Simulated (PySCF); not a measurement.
# Ways to converge the SCF of InB (triplet)

The same problem is solved with other solver options, one edit a run.

Method: method and basis as typed in the scripts; program: PySCF 2.14.0.

10 further runs of the same task are left out: 1 for a known fault of the program, 9 that didn't finish.

### 1 The system as given

InB (triplet): 2 atoms, charge 0, spin multiplicity 3.

Bond lengths: In1–B2 2.536 Å.

### 2 The run that the others are compared with

input.py

```python
from pyscf import gto, scf, mp

mol = gto.M(
    atom='In 0 0 0; B 0 0 2.536',
    basis='x2c-svpall',
    charge=0,
    spin=2,
    symmetry=True,
    verbose=4,
)
mf = scf.UHF(mol)
mf = mf.sfx2c1e()
mf = mf.newton()
mf.kernel()
mp.MP2(mf, frozen=19).kernel()
mf.dip_moment()
print('orbital energies (hartree):', [e[max(0, n-3):n+3].round(4) for e, n in zip(mf.mo_energy, mol.nelec)])
```

Launch:

```
> OMP_NUM_THREADS=1 python input.py
```

The log of this run is left out.

It gives: E(SCF) = -5902.251028 Eh, 4 macro-iterations, E(MP2) − E(SCF) = -0.09506 Eh, ⟨S²⟩ = 2.327, μ = 3.83 D (of the SCF density).

⟨S²⟩ = 2.33 against 2.00 for a pure state: the determinant is spin-contaminated. The bond length is a typed value, not an optimised one. The triplet is typed in the script; nothing here shows that it is the ground state.

### 3 Damping 0.5

Variant 1 changes damping: none → 0.5.

input.py

```python
from pyscf import gto, scf, mp

mol = gto.M(
    atom='In 0 0 0; B 0 0 2.536',
    basis='x2c-svpall',
    charge=0,
    spin=2,
    symmetry=True,
    verbose=4,
)
mf = scf.UHF(mol)
mf = mf.sfx2c1e()
mf.damp = 0.5
mf.diis_start_cycle = 8
mf = mf.newton()
mf.kernel()
mp.MP2(mf, frozen=19).kernel()
mf.dip_moment()
print('orbital energies (hartree):', [e[max(0, n-3):n+3].round(4) for e, n in zip(mf.mo_energy, mol.nelec)])
```

Launch:

```
> OMP_NUM_THREADS=1 python input.py
```

### 4 DIIS space 4

Variant 2 changes DIIS space: default → 4.

Changes to input.py since step 2:

```diff
@@ -12,2 +12,3 @@
 mf = mf.sfx2c1e()
+mf.diis_space = 4
 mf = mf.newton()
```

### 5 DIIS space 2

Variant 3 changes DIIS space: default → 2.

Changes to input.py since step 2:

```diff
@@ -12,2 +12,3 @@
 mf = mf.sfx2c1e()
+mf.diis_space = 2
 mf = mf.newton()
```

### 6 Level shift 5 hartree

Variant 4 changes level shift: none → 5 hartree.

Changes to input.py since step 2:

```diff
@@ -12,2 +12,3 @@
 mf = mf.sfx2c1e()
+mf.level_shift = 5.0
 mf = mf.newton()
```

**Question.** What will these runs give? Wanted: for each run, E(SCF); from base; gap, α spin; SCF dipole; after the SCF.

**Answer**, as computed:

```csv
run,E(SCF) (hartree),from base (eV),cycles,"gap, α spin (eV)",SCF dipole (D),after the SCF
base,-5902.251028,0,4 macro,7.25,3.83,"MP2 correlation -2.587 eV, core frozen"
damping 0.5,-5902.251028,0.0000,4 macro,7.25,3.83,"MP2 correlation -2.587 eV, core frozen"
DIIS space 4,-5902.251028,0.0000,4 macro,7.25,3.83,"MP2 correlation -2.587 eV, core frozen"
DIIS space 2,-5902.251028,0.0000,4 macro,7.25,3.83,"MP2 correlation -2.587 eV, core frozen"
level shift 5 hartree,-5902.251028,0.0000,4 macro,7.25,3.83,"MP2 correlation -2.587 eV, core frozen"
```

Distance from each run's final energy (log10 hartree) by cycle:

```
                  run  cycle 1  cycle 2  cycle 3  cycle 5  cycle 8  cycle 12
                 base     -2.0     -2.6     -9.1     done     done      done
          damping 0.5     -2.0     -2.6     -9.1     done     done      done
         DIIS space 4     -2.0     -2.6     -9.1     done     done      done
         DIIS space 2     -2.0     -2.6     -9.1     done     done      done
level shift 5 hartree     -2.0     -2.6     -9.1     done     done      done
```

**Reading.** No change of the SCF energy comes from damping 0.5 or DIIS space 4 or DIIS space 2 or level shift 5 hartree. The cycles with damping 0.5 or DIIS space 4 or DIIS space 2 or level shift 5 hartree repeat those of the base digit for digit, so the setting never acted.
